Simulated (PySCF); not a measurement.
# [Eu(H2O)]3+: forces at shaken geometries

How stiff is [Eu(H2O)]3+? Its atoms are displaced at random by several amounts. It is a constructed species; whether it can be made isn't addressed.

Method: B3LYP, Eu lcecp-1-SVP with ECP52, O def2-SVP, H def2-SVP; scalar-relativistic core potentials, no spin–orbit coupling; program: PySCF 2.14.0.

4 further runs of the same task are left out: 2 for a known fault of the program, 2 that didn't finish.

**1. Starting geometry**

4 atoms, charge 3, spin multiplicity 1.

Bond lengths: Eu1–O2 2.225 Å, O2–H3 1.005 Å, O2–H4 1.005 Å. Angles: Eu1–O2–H3 128.9°, Eu1–O2–H4 128.9°, H3–O2–H4 102.2°.

Coordinates:

```xyz
4

Eu    0.0000    0.0000   -0.0947
O     0.0000    0.0000    2.1307
H     0.7824    0.0000    2.7619
H    -0.7824    0.0000    2.7619
```

Formal oxidation states: Eu +3. Each metal's 6 4f electrons lie in its core potential, so multiplicities, spins and levels count the valence alone. An earlier session relaxed this geometry at B3LYP, Eu lcecp-1-SVP with ECP52, O def2-SVP, H def2-SVP (singlet, point group C2v).

Its energy there is -110.361269 Eh.

**2. Atoms moved at random, σ = 0.15 Å**

Contents of run.py (the lines that set the calculation):

```python
mol = gto.M(atom='''
Eu    -0.13901    -0.23972     0.08128
O      0.07585     0.15365     2.06958
H      0.89438     0.10485     2.66875
H     -0.83122    -0.01878     2.74022''',
    basis={'Eu': 'lcecp-1-SVP', 'O': 'def2-SVP', 'H': 'def2-SVP'},
    ecp={'Eu': 'lcecp-1-SVP'},
    charge=3, spin=0)
mf = dft.RKS(mol, xc='B3LYP')
mf.grids.atom_grid = (50, 194)  # f atoms: unpruned, at least (60, 302)
mf = mf.density_fit()  # fitting sets: Eu AutoAux, O def2-universal-JKFIT, H def2-universal-JKFIT
mf.conv_tol = 1e-08; mf.max_cycle = 55
mf.kernel(dm0)  # dm0: the density of the relaxed state
```

The run is started by

```console
> OMP_NUM_THREADS=2 python run.py
```

**3. Atoms moved at random, σ = 0.1 Å**

run.py (the lines that set the calculation): that of step 2 with these lines changed.

```diff
@@ -1,6 +1,6 @@
 mol = gto.M(atom='''
-Eu    -0.13901    -0.23972     0.08128
-O      0.07585     0.15365     2.06958
-H      0.89438     0.10485     2.66875
-H     -0.83122    -0.01878     2.74022''',
+Eu    -0.11131    -0.00472    -0.10651
+O      0.02742     0.03473     2.21911
+H      0.81271    -0.01160     2.60930
+H     -0.72881    -0.01841     2.83792''',
     basis={'Eu': 'lcecp-1-SVP', 'O': 'def2-SVP', 'H': 'def2-SVP'},
```

**4. Atoms moved at random, σ = 0.1 Å**

run.py (the lines that set the calculation): that of step 3 with these lines changed.

```diff
@@ -1,6 +1,6 @@
 mol = gto.M(atom='''
-Eu    -0.11131    -0.00472    -0.10651
-O      0.02742     0.03473     2.21911
-H      0.81271    -0.01160     2.60930
-H     -0.72881    -0.01841     2.83792''',
+Eu    -0.14469     0.02348    -0.14354
+O      0.02480     0.03266     2.16656
+H      0.91206    -0.00660     2.79658
+H     -0.79217    -0.04954     2.74022''',
     basis={'Eu': 'lcecp-1-SVP', 'O': 'def2-SVP', 'H': 'def2-SVP'},
```

Before running it: what results should come out? Wanted: for each run, σ; energy rise; harmonic estimate −½ F·u; largest force component.

The runs gave:

| σ (Å) | energy rise (eV) | harmonic estimate −½ F·u (eV) | largest force component (eV/Å) |
| --- | --- | --- | --- |
| 0.15 | 0.678 | 0.616 | 4.21 |
| 0.1 | 0.552 | 0.535 | 6.44 |
| 0.1 | 0.219 | 0.208 | 2.42 |

Every displacement raises the energy. For a harmonic well the rise equals −½ F·u; the two differ by at most 9 % here (a move with σ = 0.15 Å), from anharmonicity, the grid and the small forces left at the relaxed point. These are double-zeta-type bases without diffuse functions. Spin–orbit coupling is left out.
